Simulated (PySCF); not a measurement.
# C₃H₁₁Ge₂N: electronic excitations at several levels of theory

How much do the electronic excitations of C₃H₁₁Ge₂N (`C=[C](C)[GeH2][NH][GeH3]`) depend on the level of theory, and what does each level cost?

Computed with PySCF 2.14.0, with density-fitted response routines of our own, on a single molecule in the gas phase. Atoms count from 0, in the outputs and in this text.

### Step 1. Starting geometry

17 atoms, charge 0, multiplicity 1; geometry from: GFN2-xTB.

Bonds of the start (Å): C0–C1 1.32, C1–C2 1.50, C1–Ge3 1.97, Ge3–N4 1.82, N4–Ge5 1.81, C0–H6 1.08, C0–H7 1.08, C2–H8 1.09, C2–H9 1.09, C2–H10 1.09, Ge3–H11 1.51, Ge3–H12 1.51, N4–H13 1.01, Ge5–H14 1.51, Ge5–H15 1.49, Ge5–H16 1.50.

### Step 2. Relaxing the molecule at PBE0-D3(BJ)/def2-SVP

The job: settings as JSON, then the geometry in Å.

```
{"job": {"xc": "PBE0", "basis": "def2-SVP", "d3": "d3bj", "grid": 1, "kind": "geom"}, "charge": 0, "multiplicity": 1}
C     -0.916967    -0.129219    -1.452013
C     -1.267787    -0.160495    -0.176063
C     -2.578899    -0.712196     0.286625
Ge    -0.083708     0.517681     1.247711
N      1.565941     1.066158     0.692629
Ge     2.843544    -0.022875     0.007988
H      0.034281     0.276132    -1.765784
H     -1.555153    -0.502232    -2.240034
H     -2.410568    -1.520080     0.999226
H     -3.146367     0.063362     0.801717
H     -3.169119    -1.089230    -0.546360
H      0.167849    -0.558459     2.269703
H     -0.687263     1.710706     1.952616
H      1.588505     2.009391     0.333855
H      2.603174    -0.434752    -1.421269
H      2.872026    -1.238581     0.870474
H      4.133513     0.736719     0.077454
```

The program printed:

```text
step   0  E = -4328.30100046  max force = 0.017498
step   1  E = -4328.30604946  max force = 0.005077
step   2  E = -4328.30648902  max force = 0.001117
step   3  E = -4328.30650848  max force = 0.001161
step   4  E = -4328.30653837  max force = 0.001004
step   5  E = -4328.30657887  max force = 0.000974
step   6  E = -4328.30659520  max force = 0.000671
step   7  E = -4328.30660933  max force = 0.000334
optimisation converged
```

Run time: 2.2 min. Hardware: 1 thread, shared host.

Along the way:

```
step  energy from step 0 (eV)  largest force component (eV/Å)
   0                   0.0000                          0.8998
   1                  -0.1374                          0.2611
   2                  -0.1494                          0.0574
   3                  -0.1499                          0.0597
   4                  -0.1507                          0.0516
   5                  -0.1518                          0.0501
   6                  -0.1522                          0.0345
   7                  -0.1526                          0.0172
```

Distances of close pairs at the start and the end, largest changes first:

```
   bond  before (Å)  after (Å)  change (Å)
Ge5–H15       1.491      1.538      +0.048
Ge5–H16       1.499      1.542      +0.044
Ge5–H14       1.507      1.547      +0.041
Ge3–H11       1.505      1.544      +0.038
Ge3–H12       1.511      1.545      +0.033
 N4–Ge5       1.813      1.832      +0.019
  C0–H7       1.080      1.097      +0.017
 C1–Ge3       1.972      1.955      -0.017
```

The final coordinates are the input of the step that follows.

```
                         at the end point                value
  point group (found at 0.08 Å tolerance)                   C1
rotational constants (GHz, main isotopes)  2.972, 0.687, 0.599
                        dipole moment (D)                 0.74
```

### Step 3. Ultraviolet spectrum: HF/def2-SVPD

The job: settings as JSON, then the geometry in Å.

```
{"job": {"kind": "uv", "xc": "HF", "basis": "def2-SVPD", "ip": true}, "charge": 0, "multiplicity": 1}
C     -1.175627    -0.137170    -1.628677
C     -1.525019    -0.196600    -0.338416
C     -2.830829    -0.756888     0.137914
Ge    -0.260308     0.475950     0.992668
N      1.315506     0.997692     0.215845
Ge     2.705500    -0.086303    -0.284116
H     -0.210353     0.274717    -1.941032
H     -1.840863    -0.501246    -2.421948
H     -2.673572    -1.611851     0.817465
H     -3.404372    -0.007703     0.710091
H     -3.459759    -1.098877    -0.699082
H      0.065171    -0.638803     2.009547
H     -0.858913     1.696947     1.725398
H      1.337285     1.946752    -0.143486
H      2.613410    -0.528559    -1.764204
H      2.640037    -1.329327     0.620073
H      4.033136     0.671785    -0.081585
```

Level: TDDFT HF/def2-SVPD, vertical, gas phase, core orbitals frozen in the response.

The program printed:

```text
final grid: 129784 points
cycle   1  E = -4324.4591706444  dE = -7.965e-01  |g| = 4.723e-01  |ddm| = 5.661e+00
cycle   2  E = -4324.5272606724  dE = -6.809e-02  |g| = 2.137e-01  |ddm| = 1.434e+00
cycle   3  E = -4324.5360333967  dE = -8.773e-03  |g| = 7.921e-02  |ddm| = 4.341e-01
cycle   4  E = -4324.5376936483  dE = -1.660e-03  |g| = 1.064e-02  |ddm| = 2.253e-01
cycle   5  E = -4324.5377253732  dE = -3.172e-05  |g| = 4.013e-03  |ddm| = 3.308e-02
cycle   6  E = -4324.5377307398  dE = -5.367e-06  |g| = 8.800e-04  |ddm| = 1.273e-02
cycle   7  E = -4324.5377312231  dE = -4.833e-07  |g| = 2.596e-04  |ddm| = 4.283e-03
cycle   8  E = -4324.5377312673  dE = -4.419e-08  |g| = 7.725e-05  |ddm| = 1.396e-03
cycle   9  E = -4324.5377312714  dE = -4.110e-09  |g| = 2.267e-05  |ddm| = 4.233e-04
cycle  10  E = -4324.5377312718  dE = -4.220e-10  |g| = 9.863e-06  |ddm| = 1.210e-04
converged SCF energy = -4324.5377312718

Static polarisability (au): isotropic 99.335, principal 83.108 103.501 111.396

Singlet excitations
state   eV       nm        f      main configurations
  1   7.0622    175.6   0.00295   H-1->L+2 0.44, H-1->L 0.24
  2   7.1801    172.7   0.39890   H->L+4 0.48, H->L+5 0.28
  3   7.3840    167.9   0.00247   H-1->L+4 0.27, H-2->L+4 0.20, H-1->L+5 0.13
  4   7.6777    161.5   0.01405   H->L 0.51, H->L+1 0.18, H->L+3 0.17
  5   8.2157    150.9   0.06156   H-1->L 0.48, H-1->L+1 0.11, H-1->L+2 0.09
  6   8.4145    147.3   0.00485   H->L+2 0.76
  7   8.6205    143.8   0.00815   H-1->L+1 0.35, H-1->L+6 0.15, H-1->L+5 0.15
  8   8.7103    142.3   0.01057   H->L+5 0.48, H->L+4 0.18
  9   8.8539    140.0   0.05267   H-1->L+4 0.22, H-1->L+3 0.10, H-1->L+1 0.10
 10   8.8982    139.3   0.00459   H-1->L+6 0.23, H-1->L+8 0.18, H-1->L+3 0.10

Triplet excitations (Tamm-Dancoff, eV): 3.6331 6.4531 6.7025 7.3570
Vertical ionisation energy (delta-SCF) = 7.7672 eV
```

It took 70 s on 1 thread, shared host.

Frontier orbitals and where they lie:

```
orbital      eV                         atoms
 HOMO−3  -12.37  Ge3 21 %, Ge5 19 %, H12 18 %
 HOMO−2  -11.85    C1 21 %, Ge3 16 %, N4 11 %
 HOMO−1  -10.20    N4 47 %, C1 10 %, Ge3 10 %
   HOMO   -9.85      C0 37 %, C1 36 %, C2 7 %
   LUMO    2.19    Ge5 39 %, Ge3 19 %, C0 6 %
 LUMO+1    2.58   Ge5 38 %, Ge3 18 %, H14 6 %
 LUMO+2    2.74   Ge5 16 %, Ge3 15 %, C2 13 %
```

With each of the 10 states as a Gaussian band of 0.4 eV half-width at 1/e, the curve within the window shown has maxima at 173 nm (ε 16,000), 143 nm (ε 3,400) L/(mol cm). Beyond the last state computed it falls off for lack of states. The curve at chosen wavelengths:

(nm, ε (L/mol/cm)): (135, 1270), (137, 2111), (140, 3131), (142, 3398), (144, 3418), (146, 3372), (149, 3308), (151, 3162), (153, 2883), (156, 2478), (158, 2573), (160, 3277), (162, 4776), (165, 8460), (167, 11409), (169, 14095), (171, 15913), (174, 16214), (176, 14818), (178, 12546), (181, 8558), (183, 6110), (185, 4106), (187, 2608), (190, 1198), (192, 672)

Ground-state properties from the same run:

```
           property  computed
  dipole moment (D)      0.79
polarisability (Å³)     14.72
 HOMO–LUMO gap (eV)     12.04
      −ε(HOMO) (eV)      9.85
```

### Step 4. Ultraviolet spectrum: LDA/def2-SVPD

The job, as its differences from that of step 3:

```diff
@@ -1,2 +1,2 @@
-{"job": {"kind": "uv", "xc": "HF", "basis": "def2-SVPD", "ip": true}, "charge": 0, "multiplicity": 1}
+{"job": {"kind": "uv", "xc": "LDA", "basis": "def2-SVPD", "ip": true}, "charge": 0, "multiplicity": 1}
 C     -1.175627    -0.137170    -1.628677
```

Method: TDDFT LDA/def2-SVPD, vertical, gas phase, core orbitals frozen in the response.

The program printed:

```text
coarse grid: 62688 points
cycle   1  E = -4320.9842441198  dE = -9.321e-01  |g| = 1.031e+00  |ddm| = 6.446e+00
cycle   2  E = -4320.5300032253  dE =  4.542e-01  |g| = 1.764e+00  |ddm| = 3.507e+00
cycle   3  E = -4321.1126477570  dE = -5.826e-01  |g| = 4.091e-01  |ddm| = 2.609e+00
cycle   4  E = -4321.1491690384  dE = -3.652e-02  |g| = 5.883e-02  |ddm| = 5.401e-01
cycle   5  E = -4321.1496239274  dE = -4.549e-04  |g| = 4.351e-02  |ddm| = 1.734e-01
cycle   6  E = -4321.1500894741  dE = -4.655e-04  |g| = 1.492e-02  |ddm| = 7.787e-02
cycle   7  E = -4321.1501454873  dE = -5.601e-05  |g| = 5.119e-03  |ddm| = 2.580e-02
cycle   8  E = -4321.1501526501  dE = -7.163e-06  |g| = 9.636e-04  |ddm| = 8.666e-03
final grid: 129784 points
cycle   9  E = -4321.1502259076  dE =  3.096e-07  |g| = 1.788e-03  |ddm| = 1.655e-02
cycle  10  E = -4321.1502227972  dE =  3.110e-06  |g| = 3.863e-03  |ddm| = 8.015e-03
cycle  11  E = -4321.1502266258  dE = -3.829e-06  |g| = 7.392e-04  |ddm| = 5.620e-03
cycle  12  E = -4321.1502267678  dE = -1.420e-07  |g| = 7.489e-05  |ddm| = 1.140e-03
cycle  13  E = -4321.1502267691  dE = -1.344e-09  |g| = 2.801e-05  |ddm| = 1.390e-04
cycle  14  E = -4321.1502267693  dE = -1.637e-10  |g| = 7.350e-06  |ddm| = 4.445e-05
converged SCF energy = -4321.1502267693

Static polarisability (au): isotropic 113.569, principal 92.339 116.384 131.985

Singlet excitations
state   eV       nm        f      main configurations
  1   4.5491    272.5   0.00086   H->L 0.99
  2   4.9133    252.3   0.00356   H->L+1 0.97
  3   5.3922    229.9   0.02369   H->L+2 0.96
  4   5.5320    224.1   0.00194   H-1->L+1 0.99
  5   5.7660    215.0   0.00420   H->L+3 0.98
  6   6.0505    204.9   0.00104   H-1->L+2 0.98
  7   6.1459    201.7   0.00507   H->L+4 0.78, H->L+5 0.20
  8   6.2429    198.6   0.00405   H->L+5 0.74, H->L+4 0.18
  9   6.3756    194.5   0.00770   H-2->L 0.88
 10   6.4410    192.5   0.03946   H-1->L+3 0.50, H-1->L 0.17, H-2->L+1 0.11

Triplet excitations (Tamm-Dancoff, eV): 4.4484 4.5596 4.6515 5.2291
Vertical ionisation energy (delta-SCF) = 8.5142 eV
Vertical electron affinity (delta-SCF) = -1.2893 eV
```

Wall time 3.6 min (1 thread, shared host).

Key values: HOMO -5.74 eV, LUMO -1.24 eV; lowest singlet 4.55 eV.

### Step 5. Ultraviolet spectrum: PBE/def2-SVPD

The job, as its differences from that of step 4:

```diff
@@ -1,2 +1,2 @@
-{"job": {"kind": "uv", "xc": "LDA", "basis": "def2-SVPD", "ip": true}, "charge": 0, "multiplicity": 1}
+{"job": {"kind": "uv", "xc": "PBE", "basis": "def2-SVPD", "ip": true}, "charge": 0, "multiplicity": 1}
 C     -1.175627    -0.137170    -1.628677
```

Method: TDDFT PBE/def2-SVPD, vertical, gas phase, core orbitals frozen in the response.

The program printed:

```text
coarse grid: 62688 points
cycle   1  E = -4328.0094336093  dE = -9.395e-01  |g| = 9.785e-01  |ddm| = 6.276e+00
cycle   2  E = -4327.6002090203  dE =  4.092e-01  |g| = 1.674e+00  |ddm| = 3.502e+00
cycle   3  E = -4328.1356320330  dE = -5.354e-01  |g| = 3.618e-01  |ddm| = 2.565e+00
cycle   4  E = -4328.1651232388  dE = -2.949e-02  |g| = 5.215e-02  |ddm| = 5.233e-01
cycle   5  E = -4328.1654684040  dE = -3.452e-04  |g| = 3.795e-02  |ddm| = 1.574e-01
cycle   6  E = -4328.1658156431  dE = -3.472e-04  |g| = 1.387e-02  |ddm| = 6.881e-02
cycle   7  E = -4328.1658650744  dE = -4.943e-05  |g| = 4.610e-03  |ddm| = 2.379e-02
cycle   8  E = -4328.1658709928  dE = -5.918e-06  |g| = 7.307e-04  |ddm| = 7.905e-03
final grid: 129784 points
cycle   9  E = -4328.1659372440  dE = -3.400e-08  |g| = 1.205e-03  |ddm| = 1.674e-02
cycle  10  E = -4328.1659361855  dE =  1.058e-06  |g| = 2.320e-03  |ddm| = 5.233e-03
cycle  11  E = -4328.1659375711  dE = -1.386e-06  |g| = 4.958e-04  |ddm| = 3.592e-03
cycle  12  E = -4328.1659376371  dE = -6.605e-08  |g| = 5.749e-05  |ddm| = 7.601e-04
cycle  13  E = -4328.1659376380  dE = -8.249e-10  |g| = 1.819e-05  |ddm| = 1.114e-04
converged SCF energy = -4328.1659376380

Static polarisability (au): isotropic 111.222, principal 90.412 114.051 129.202

Singlet excitations
state   eV       nm        f      main configurations
  1   4.6214    268.3   0.00081   H->L 0.99
  2   5.0058    247.7   0.00387   H->L+1 0.96
  3   5.4104    229.2   0.02302   H->L+2 0.96
  4   5.6151    220.8   0.00213   H-1->L+1 0.99
  5   5.7664    215.0   0.00268   H->L+3 0.99
  6   6.0597    204.6   0.00071   H-1->L+2 0.99
  7   6.2090    199.7   0.00250   H->L+4 0.74, H->L+5 0.24
  8   6.3089    196.5   0.00657   H->L+5 0.71, H->L+4 0.21
  9   6.4509    192.2   0.01584   H-1->L+3 0.72, H-2->L 0.12, H-1->L 0.09
 10   6.4653    191.8   0.00214   H-2->L 0.79, H-1->L+3 0.17

Triplet excitations (Tamm-Dancoff, eV): 4.3299 4.5010 4.7169 5.2327
Vertical ionisation energy (delta-SCF) = 8.3784 eV
```

It took 4.6 min on 1 thread, shared host.

This run: HOMO -5.63 eV, LUMO -1.05 eV; lowest singlet 4.62 eV.

### Step 6. TDDFT and polarisability: B3LYP/def2-SVPD

The job, as its differences from that of step 5:

```diff
@@ -1,2 +1,2 @@
-{"job": {"kind": "uv", "xc": "PBE", "basis": "def2-SVPD", "ip": true}, "charge": 0, "multiplicity": 1}
+{"job": {"kind": "uv", "xc": "B3LYP", "basis": "def2-SVPD", "ip": true}, "charge": 0, "multiplicity": 1}
 C     -1.175627    -0.137170    -1.628677
```

Level: TDDFT B3LYP/def2-SVPD, vertical, gas phase, core orbitals frozen in the response.

The program printed:

```text
coarse grid: 62688 points
cycle   1  E = -4329.0338501531  dE = -9.318e-01  |g| = 8.025e-01  |ddm| = 6.171e+00
cycle   2  E = -4328.8907849913  dE =  1.431e-01  |g| = 1.147e+00  |ddm| = 2.539e+00
cycle   3  E = -4329.1311965087  dE = -2.404e-01  |g| = 1.907e-01  |ddm| = 1.615e+00
cycle   4  E = -4329.1392195204  dE = -8.023e-03  |g| = 2.815e-02  |ddm| = 2.785e-01
cycle   5  E = -4329.1393527375  dE = -1.332e-04  |g| = 1.290e-02  |ddm| = 6.339e-02
cycle   6  E = -4329.1393922167  dE = -3.948e-05  |g| = 4.600e-03  |ddm| = 2.484e-02
cycle   7  E = -4329.1393974429  dE = -5.226e-06  |g| = 1.316e-03  |ddm| = 7.802e-03
final grid: 129784 points
cycle   8  E = -4329.1394445624  dE =  7.742e-07  |g| = 2.323e-03  |ddm| = 1.390e-02
cycle   9  E = -4329.1394409362  dE =  3.626e-06  |g| = 4.353e-03  |ddm| = 9.660e-03
cycle  10  E = -4329.1394459978  dE = -5.062e-06  |g| = 3.345e-04  |ddm| = 6.080e-03
cycle  11  E = -4329.1394460271  dE = -2.923e-08  |g| = 4.064e-05  |ddm| = 5.469e-04
cycle  12  E = -4329.1394460274  dE = -3.383e-10  |g| = 1.317e-05  |ddm| = 7.315e-05
converged SCF energy = -4329.1394460274

Static polarisability (au): isotropic 107.802, principal 88.487 111.110 123.810

Singlet excitations
state   eV       nm        f      main configurations
  1   5.4643    226.9   0.00580   H->L 0.63, H->L+1 0.36
  2   5.5229    224.5   0.00186   H->L+1 0.63, H->L 0.36
  3   6.0310    205.6   0.02820   H->L+2 0.97
  4   6.2414    198.6   0.00405   H-1->L+1 0.88, H-1->L 0.11
  5   6.4150    193.3   0.00226   H->L+3 0.94
  6   6.5996    187.9   0.00128   H-1->L+2 0.88, H-1->L+3 0.09
  7   6.7925    182.5   0.08812   H->L+4 0.66, H-1->L 0.19
  8   6.8710    180.4   0.11252   H-1->L 0.45, H-2->L 0.21, H->L+4 0.13
  9   6.9370    178.7   0.02782   H-2->L 0.68
 10   6.9674    177.9   0.00083   H->L+5 0.76, H->L+7 0.09

Triplet excitations (Tamm-Dancoff, eV): 4.2997 5.1180 5.3034 5.8360
Vertical ionisation energy (delta-SCF) = 8.6623 eV
```

Run time: 4.1 min. Hardware: 1 thread, shared host.

Key values: HOMO -6.72 eV, LUMO -0.29 eV; lowest singlet 5.46 eV.

### Step 7. Excited states and response: PBE0/def2-SVPD

The job, as its differences from that of step 6:

```diff
@@ -1,2 +1,2 @@
-{"job": {"kind": "uv", "xc": "B3LYP", "basis": "def2-SVPD", "ip": true}, "charge": 0, "multiplicity": 1}
+{"job": {"kind": "uv", "xc": "PBE0", "basis": "def2-SVPD", "ip": true}, "charge": 0, "multiplicity": 1}
 C     -1.175627    -0.137170    -1.628677
```

With the program's defaults for keys left out, this is: TDDFT PBE0/def2-SVPD, vertical, gas phase, core orbitals frozen in the response.

The program printed:

```text
coarse grid: 62688 points
cycle   1  E = -4328.2260491566  dE = -9.493e-01  |g| = 6.963e-01  |ddm| = 5.961e+00
cycle   2  E = -4328.1503652035  dE =  7.568e-02  |g| = 9.211e-01  |ddm| = 2.097e+00
cycle   3  E = -4328.3017314237  dE = -1.514e-01  |g| = 1.368e-01  |ddm| = 1.251e+00
cycle   4  E = -4328.3058656553  dE = -4.134e-03  |g| = 2.500e-02  |ddm| = 2.103e-01
cycle   5  E = -4328.3059799306  dE = -1.143e-04  |g| = 8.872e-03  |ddm| = 5.091e-02
cycle   6  E = -4328.3059980107  dE = -1.808e-05  |g| = 3.315e-03  |ddm| = 1.803e-02
cycle   7  E = -4328.3060007525  dE = -2.742e-06  |g| = 7.903e-04  |ddm| = 5.472e-03
final grid: 129784 points
cycle   8  E = -4328.3060497612  dE =  9.968e-08  |g| = 1.267e-03  |ddm| = 1.178e-02
cycle   9  E = -4328.3060489452  dE =  8.160e-07  |g| = 2.164e-03  |ddm| = 5.437e-03
cycle  10  E = -4328.3060501905  dE = -1.245e-06  |g| = 1.804e-04  |ddm| = 3.245e-03
cycle  11  E = -4328.3060501990  dE = -8.495e-09  |g| = 2.275e-05  |ddm| = 3.091e-04
cycle  12  E = -4328.3060501991  dE = -1.100e-10  |g| = 9.411e-06  |ddm| = 4.776e-05
converged SCF energy = -4328.3060501991

Static polarisability (au): isotropic 106.752, principal 87.664 109.948 122.645

Singlet excitations
state   eV       nm        f      main configurations
  1   5.6353    220.0   0.00770   H->L+1 0.67, H->L 0.31
  2   5.7141    217.0   0.00130   H->L 0.66, H->L+1 0.31
  3   6.3169    196.3   0.02846   H->L+2 0.95
  4   6.4727    191.5   0.00466   H-1->L+1 0.89, H-1->L 0.09
  5   6.7033    185.0   0.00329   H->L+3 0.91
  6   6.8801    180.2   0.01024   H-1->L+2 0.80, H-1->L+3 0.11
  7   6.9528    178.3   0.22063   H-1->L 0.57, H->L+4 0.20
  8   7.0150    176.7   0.01148   H-2->L 0.46, H->L+4 0.31, H-1->L 0.09
  9   7.0914    174.8   0.01890   H-2->L 0.42, H->L+4 0.33, H-1->L 0.09
 10   7.2224    171.7   0.00642   H->L+5 0.72, H->L+7 0.13

Triplet excitations (Tamm-Dancoff, eV): 4.2139 5.2516 5.4360 6.0937
Vertical ionisation energy (delta-SCF) = 8.6629 eV
```

Run time: 3.8 min. Hardware: 1 thread, shared host.

In short: HOMO -6.95 eV, LUMO -0.06 eV; lowest singlet 5.64 eV.

### Step 8. Ultraviolet spectrum: BHandHLYP/def2-SVPD

The job, as its differences from that of step 7:

```diff
@@ -1,2 +1,2 @@
-{"job": {"kind": "uv", "xc": "PBE0", "basis": "def2-SVPD", "ip": true}, "charge": 0, "multiplicity": 1}
+{"job": {"kind": "uv", "xc": "BHandHLYP", "basis": "def2-SVPD", "ip": true}, "charge": 0, "multiplicity": 1}
 C     -1.175627    -0.137170    -1.628677
```

Level: TDDFT BHandHLYP/def2-SVPD, vertical, gas phase, core orbitals frozen in the response.

The program printed:

```text
coarse grid: 62688 points
cycle   1  E = -4328.8259574667  dE = -9.041e-01  |g| = 5.667e-01  |ddm| = 5.828e+00
cycle   2  E = -4328.8284454560  dE = -2.488e-03  |g| = 5.793e-01  |ddm| = 1.636e+00
cycle   3  E = -4328.8851565994  dE = -5.671e-02  |g| = 7.290e-02  |ddm| = 7.886e-01
cycle   4  E = -4328.8861453833  dE = -9.888e-04  |g| = 4.003e-02  |ddm| = 1.568e-01
cycle   5  E = -4328.8864659720  dE = -3.206e-04  |g| = 3.116e-03  |ddm| = 5.677e-02
cycle   6  E = -4328.8864679289  dE = -1.957e-06  |g| = 1.835e-03  |ddm| = 1.052e-02
final grid: 129784 points
cycle   7  E = -4328.8864994682  dE =  3.650e-07  |g| = 2.256e-03  |ddm| = 1.019e-02
cycle   8  E = -4328.8864985941  dE =  8.741e-07  |g| = 2.922e-03  |ddm| = 7.778e-03
cycle   9  E = -4328.8865007472  dE = -2.153e-06  |g| = 1.040e-04  |ddm| = 4.467e-03
cycle  10  E = -4328.8865007493  dE = -2.097e-09  |g| = 1.767e-05  |ddm| = 1.711e-04
cycle  11  E = -4328.8865007494  dE = -5.821e-11  |g| = 1.132e-05  |ddm| = 5.565e-05
converged SCF energy = -4328.8865007494

Static polarisability (au): isotropic 103.580, principal 85.760 107.264 117.715

Singlet excitations
state   eV       nm        f      main configurations
  1   6.1274    202.3   0.00925   H->L 0.79, H->L+1 0.12
  2   6.5095    190.5   0.00205   H->L+2 0.60, H->L+1 0.16, H-2->L+2 0.13
  3   6.9755    177.7   0.01619   H->L+1 0.55, H->L 0.14, H->L+2 0.13
  4   7.0044    177.0   0.06453   H-1->L 0.78
  5   7.0920    174.8   0.27970   H-1->L+2 0.49, H-1->L+1 0.29, H-1->L 0.08
  6   7.3316    169.1   0.00522   H-1->L+1 0.41, H-1->L+2 0.31, H-1->L+3 0.19
  7   7.3688    168.3   0.00646   H->L+3 0.73, H->L+5 0.11
  8   7.6314    162.5   0.00679   H->L+4 0.32, H->L+5 0.20, H-2->L+2 0.17
  9   7.8163    158.6   0.00666   H->L+6 0.24, H->L+5 0.14, H-2->L+2 0.14
 10   7.8434    158.1   0.00212   H->L+4 0.30, H->L+7 0.24, H-2->L+2 0.11

Triplet excitations (Tamm-Dancoff, eV): 4.1433 5.6820 6.0687 6.7174
Vertical ionisation energy (delta-SCF) = 8.7054 eV
```

Run time: 3.1 min. Hardware: 1 thread, shared host.

In short: HOMO -8.19 eV, LUMO 0.69 eV; lowest singlet 6.13 eV.

### Step 9. Side by side: electronic excitations

Excitations and ground-state properties, with basis size and wall time:

```
                run  lowest singlet (eV)  brightest (eV)      f  gap (eV)  α (Å³)  μ (D)  functions     time
       HF/def2-SVPD                 7.06            7.18  0.399     12.04   14.72   0.79        244     70 s
      LDA/def2-SVPD                 4.55            6.44  0.039      4.50   16.83   0.72        244  3.6 min
      PBE/def2-SVPD                 4.62            5.41  0.023      4.58   16.48   0.76        244  4.6 min
    B3LYP/def2-SVPD                 5.46            6.87  0.113      6.43   15.97   0.75        244  4.1 min
     PBE0/def2-SVPD                 5.64            6.95  0.221      6.89   15.82   0.74        244  3.8 min
BHandHLYP/def2-SVPD                 6.13            7.09  0.280      8.88   15.35   0.74        244  3.1 min
```

### Step 10. Results

| quantity | value |
| --- | --- |
| point group | C1 |
| rotational constants (main isotopes) | 2.97, 0.69, 0.60 GHz |
| lowest singlet (HF/def2-SVPD) | 7.06 eV (176 nm), f = 0.003 |
| brightest single state of those computed | state 2, 7.18 eV, f = 0.399 |
| lowest triplet | 3.63 eV |
| vertical ionisation energy (ΔSCF) | 7.77 eV |
| range of the lowest singlet | 4.55 to 7.06 eV |

Single values in the summary come from the first run of each kind that ended normally (HF/def2-SVPD), which need not be the best level. Over 7 steps the energy fell by 0.153 eV; of the close pairs, Ge5–H15 changed most, 1.491 to 1.538 Å. The first singlet state (HOMO−1→LUMO+2 0.44, HOMO−1→LUMO 0.24) lies at 7.06 eV and is weak; of the 10 states computed, the strongest absorption comes from state 2 at 7.18 eV. The lowest triplet lies 3.43 eV below the lowest singlet (triplets in Tamm-Dancoff, singlets in full TDDFT). At HF/def2-SVPD, the highest states lie near or above the ionisation energy, where they hang on the basis. ΔSCF puts the ionisation energy at 7.77 eV, 2.08 eV below −ε(HOMO). In this run the hole sits in HOMO−1, not in the HOMO; unless the two are degenerate, this need not be the first ionisation. The lowest singlet runs from 4.55 eV (LDA/def2-SVPD) to 7.06 eV (HF/def2-SVPD), while the orbital gap spans 4.50 to 12.04 eV. The lowest state need not be the same one in every run. The runs solved for a few states only, so the brightest column depends on that window.
